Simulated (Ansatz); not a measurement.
# SVWN5/cc-pVDZ run of C2H5FSi (SMILES F/C=C/[SiH3])

Aim: the vertical ionisation energy of C2H5FSi at SVWN5/cc-pVDZ, from 2 runs. 

The calculation is run with Ansatz 0.2.0.

91 further runs of the same task are left out: 91 set aside as unsound or not needed.

**1. The structure to begin with**

C2H5FSi: 9 atoms, total charge 0, spin state singlet. As SMILES, `F/C=C/[SiH3]`. The shape is that of a PBE0-D4/def2-TZVP optimisation.

Bond lengths: F1–C2 1.336 Å, C2–C3 1.322 Å, C3–Si4 1.852 Å, C2–H5 1.086 Å, C3–H6 1.087 Å, Si4–H7 1.487 Å, Si4–H8 1.487 Å, Si4–H9 1.487 Å. Some angles: F1–C2–C3 122.8°, C2–C3–Si4 121.1°, F1–C2–H5 111.4°, C3–C2–H5 125.9°, C2–C3–H6 117.6°, Si4–C3–H6 121.3°, C3–Si4–H7 110.8°, C3–Si4–H8 110.8°, C3–Si4–H9 108.6°, H7–Si4–H8 107.9°.

**2. A single-point energy at SVWN5/cc-pVDZ**

The input, molecule.yaml:

```yaml
crystal:
  periodic: [false, false, false]
  atoms:
    - {symbol: F, position_ang: [-1.259900, 2.360900, 0.506400]}
    - {symbol: C, position_ang: [-0.578300, 1.355000, -0.048000]}
    - {symbol: C, position_ang: [-0.336700, 0.219900, 0.584900]}
    - {symbol: Si, position_ang: [0.614100, -1.145000, -0.228900]}
    - {symbol: H, position_ang: [-0.264200, 1.599600, -1.058100]}
    - {symbol: H, position_ang: [-0.716100, 0.118100, 1.598600]}
    - {symbol: H, position_ang: [1.843700, -1.465600, 0.542800]}
    - {symbol: H, position_ang: [-0.206700, -2.381600, -0.316300]}
    - {symbol: H, position_ang: [0.992500, -0.707600, -1.598500]}
basis:
  gaussian:
    orbitals: cc-pVDZ
hamiltonian:
  xc: {name: SVWN5}
accuracy: high
output: {orbitals: {seedname: orbitals}}
```

Command:

```bash
ansatz run molecule.yaml --threads 1 --pin off --max-ram 3480MiB --events-out events.jsonl --progress --plain --runs-dir runs
```

What it wrote:

```text
Warning: RAYON_NUM_THREADS=1 ignored (pool sized by the plan → 1); use --threads N
Functional definition: SVWN5
  name "SVWN5"
  exchange = slater_x
  correlation = vwn5_c
1988 factors; integrals over basis functions are off by at most 3.8e-9 eV
mean field evaluation 1: about -12673.1277 eV, gradient 5.0e1 eV
mean field evaluation 2: about -12661.6741 eV, gradient 7.7e1 eV
mean field evaluation 4: about -12679.5805 eV, gradient 7.3e0 eV
mean field evaluation 8: about -12679.7135 eV, gradient 9.2e-1 eV
mean field evaluation 16: about -12679.7150 eV, gradient 4.3e-5 eV
mean field -12679.71503635 eV, -465.9709329663 hartree, gradient 1.2e-8 eV, S^2 0.000000; 0 other end points of the search recorded, 0 dependent functions left out
reference -12679.71503947 eV, -465.9709330811 hartree; 20, 20 occupied and 65, 65 virtual orbitals, 1988 factors
Total energy: -12679.71503947 eV, -465.9709330811 hartree
```

It took 4.2 s on 1 thread of Arm Neoverse V2, shared host; peak memory 0.22 GiB.

**3. The doublet cation, same level**

The input, job.yaml:

```yaml
crystal:
  periodic: [false, false, false]
  atoms:
    - {symbol: F, position_ang: [-1.259900, 2.360900, 0.506400]}
    - {symbol: C, position_ang: [-0.578300, 1.355000, -0.048000]}
    - {symbol: C, position_ang: [-0.336700, 0.219900, 0.584900]}
    - {symbol: Si, position_ang: [0.614100, -1.145000, -0.228900]}
    - {symbol: H, position_ang: [-0.264200, 1.599600, -1.058100]}
    - {symbol: H, position_ang: [-0.716100, 0.118100, 1.598600]}
    - {symbol: H, position_ang: [1.843700, -1.465600, 0.542800]}
    - {symbol: H, position_ang: [-0.206700, -2.381600, -0.316300]}
    - {symbol: H, position_ang: [0.992500, -0.707600, -1.598500]}
basis:
  gaussian: {orbitals: cc-pVDZ}
total_charge: 1
magnetization: {spin_polarized: true, initial_magnetization: 1}
hamiltonian: {xc: {name: SVWN5}}
accuracy: high
output: {orbitals: {seedname: orbitals}}
```

Command:

```bash
ansatz run job.yaml --threads 1 --pin off --max-ram 3480MiB --events-out events.jsonl --progress --plain --runs-dir runs
```

What it wrote:

```text
Warning: RAYON_NUM_THREADS=1 ignored (pool sized by the plan → 1); use --threads N
Functional definition: SVWN5
  name "SVWN5"
  exchange = slater_x
  correlation = vwn5_c
1987 factors; integrals over basis functions are off by at most 3.8e-9 eV
mean field evaluation 1: about -12654.9074 eV, gradient 5.1e1 eV
mean field evaluation 2: about -12494.3851 eV, gradient 1.5e2 eV
mean field evaluation 4: about -12667.9595 eV, gradient 2.2e1 eV
mean field evaluation 8: about -12669.8603 eV, gradient 2.8e-1 eV
mean field evaluation 16: about -12669.8557 eV, gradient 4.3e-4 eV
mean field evaluation 32: about -12667.8272 eV, gradient 7.9e0 eV
mean field -12669.85573380 eV, -465.6086102806 hartree, gradient 2.8e-8 eV, S^2 0.751341; 3 other end points of the search recorded, 0 dependent functions left out
reference -12669.85573690 eV, -465.6086103945 hartree; 20, 19 occupied and 65, 66 virtual orbitals, 1987 factors
Total energy: -12669.85573690 eV, -465.6086103945 hartree
```

Run time: 6.6 s. Hardware: 1 thread of Arm Neoverse V2, shared host; peak memory 0.25 GiB.

**4. Results**

Level: SVWN5/cc-pVDZ.

| quantity | value |
| --- | --- |
| singlet C2H5FSi: total energy | -465.97093 Eh |
| singlet C2H5FSi: HOMO energy | -6.54 eV |
| singlet C2H5FSi: LUMO energy | -1.18 eV |
| singlet C2H5FSi: HOMO–LUMO gap | 5.36 eV |
| doublet cation: total energy | -465.60861 Eh |
| doublet cation: HOMO energy (highest over α and β) | -13.77 eV |
| doublet cation: LUMO energy (lowest over α and β) | -13.10 eV |
| doublet cation: ⟨S²⟩ | 0.751 |
| vertical ionisation energy (to the doublet cation) | 9.859 eV |

**Reading.** Removing an electron at fixed nuclei costs 9.86 eV (227 kcal/mol). The negative HOMO energy of the first species, 6.54 eV, lies 3.32 eV below that difference.
